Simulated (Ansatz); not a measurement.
# In2Bi: the cost of one run

Program: Ansatz 0.2.0. Level of theory: DFT LDA, scalar-relativistic, plane waves, PAW. These are calculated values, not measurements.

1 further run of the same task is left out (set aside as unsound or not needed).

### 1 The structure to begin with

Symmetry: P-6m2, No. 187, hexagonal system. The conventional cell has a = 5.606 Å, b = 5.606 Å, c = 3.298 Å, α = 90.00°, β = 90.00°, γ = 120.00°. In (site symmetry -6m2) has 3 Bi at 3.24 Å and 8 In at 3.30 to 3.63 Å as nearest neighbours. In (site symmetry -6m2) has 8 In at 3.30 to 3.63 Å and 6 Bi at 3.63 Å as nearest neighbours. Around Bi (site symmetry -6m2) lie 9 In at 3.24 to 3.63 Å and 2 Bi at 3.30 Å.

Structure file:

```cif
data_structure
_symmetry_space_group_name_H-M 'P-6m2'
_symmetry_Int_Tables_number 187
_cell_length_a 5.6064
_cell_length_b 5.6064
_cell_length_c 3.2984
_cell_angle_alpha 90.000
_cell_angle_beta 90.000
_cell_angle_gamma 120.000
_cell_volume 89.79
loop_
_atom_site_label
_atom_site_type_symbol
_atom_site_symmetry_multiplicity
_atom_site_Wyckoff_symbol
_atom_site_fract_x
_atom_site_fract_y
_atom_site_fract_z
_atom_site_occupancy
In1 In 1 b 0.00000 0.00000 0.50000 1
In2 In 1 c 0.33333 0.66667 0.00000 1
Bi1 Bi 1 f 0.66667 0.33333 0.50000 1
```

It goes back to an entry of the Materials Project, which need not be the stable form.

It is the result of an earlier relaxation at this level (volume 29.93 Å³/atom; gap on the mesh: none (metal)).

### 2 The cell under LDA

Contents of input.yaml:

```yaml
crystal:
  lattice:
    - [5.6064426785, 0.0, 0.0]
    - [-2.8032213392, 4.8553217845, 0.0]
    - [0.0, 0.0, 3.2984041776]
  atoms:
    - { symbol: In, position: [0.0, 0.0, 0.5] }
    - { symbol: In, position: [0.3333333333, 0.6666666667, 0.0] }
    - { symbol: Bi, position: [0.6666666667, 0.3333333333, 0.5] }
basis:
  ecutwfc: 420
kpoints:
  mp_grid: { grid: [9, 9, 12] }
hamiltonian:
  xc: lda
scf:
  occupations: { method: gaussian, width: 0.1 }
output:
  forces: true
  stress: true
  eigenvalues: true
relax:
  adjacent_minimum: "off"
  f_tol: 0.005
  max_steps: 50
  cell: { stress_tol: 0.05 }
```

Launch:

```bash
$ ansatz run input.yaml --threads 1 --pin off --max-ram 2560MiB --backend cpu --events-out ev --progress --plain --runs-dir out
```

What time and memory should one allow on 1 thread of Arm Neoverse V1, shared host?

About 76 s, with a peak of 0.43 GiB.
